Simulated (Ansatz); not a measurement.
# Hg (bcc type): a single-point run

Aim: a sound single-point run of Hg (bcc type).

Computed with Ansatz 0.2.0 (DFT, PBEsol, all-electron LAPW, scalar-relativistic, unless a step's input says otherwise).

1 further run of the same task is left out (it didn't finish). Runs told in other sessions of the task aren't counted.

### 1 The structure to begin with

Symmetry: Im-3m, No. 229, cubic system. The conventional cell has a = 3.191 Å, b = 3.191 Å, c = 3.191 Å, α = 90.00°, β = 90.00°, γ = 90.00°. Hg (site symmetry m-3m) has 8 Hg at 2.76 Å in its first shell of neighbours.

Structure file:

```cif
data_structure
_symmetry_space_group_name_H-M 'P 1'
_symmetry_Int_Tables_number 1
_cell_length_a 2.7635
_cell_length_b 2.7635
_cell_length_c 2.7635
_cell_angle_alpha 109.471
_cell_angle_beta 109.471
_cell_angle_gamma 109.471
_cell_volume 16.25
loop_
_atom_site_label
_atom_site_type_symbol
_atom_site_fract_x
_atom_site_fract_y
_atom_site_fract_z
_atom_site_occupancy
Hg1 Hg 0.00000 0.00000 0.00000 1
```

### 2 Running it

Input file input.yaml:

```yaml
crystal:
  lattice:
    - [-1.5955134729, 1.5955134729, 1.5955134729]
    - [1.5955134729, -1.5955134729, 1.5955134729]
    - [1.5955134729, 1.5955134729, -1.5955134729]
  atoms:
    - { symbol: Hg, position: [0.0, 0.0, 0.0] }
kpoints:
  mp_grid: { grid: [15, 15, 15] }
scf:
  occupations: { method: fermi_dirac, width: 0.3 }
  n_extra_bands: 0
  max_iter: 100
hamiltonian:
  xc: pbesol
  pseudopotentials: { kind: all_electron, lapw: { basis_error: 0.001 } }
output:
  forces: true
  stress: true
  eigenvalues: true
  populations: true
```

Launch:

```
ansatz run input.yaml --threads 1 --pin off --max-ram 2048MiB --backend cpu --events-out ev --progress --plain --runs-dir out
```

**Question.** How will this run end, and is anything wrong with its input?

The run ended at the input check. Its message: «inconsistent input (scf.n_extra_bands, scf.occupations.method): n_bands = 22 leaves no empty band above the 22 bands per channel that the deck's 44 electrons occupy ...»

The suspect setting: scf.occupations.width is 0.3; scf.n_extra_bands is 0. Too few bands are solved: occupations with a smearing or a moment need empty bands above the filled ones.

What to do: delete scf.n_extra_bands (the default then holds) and set scf.occupations.width to 0.08.
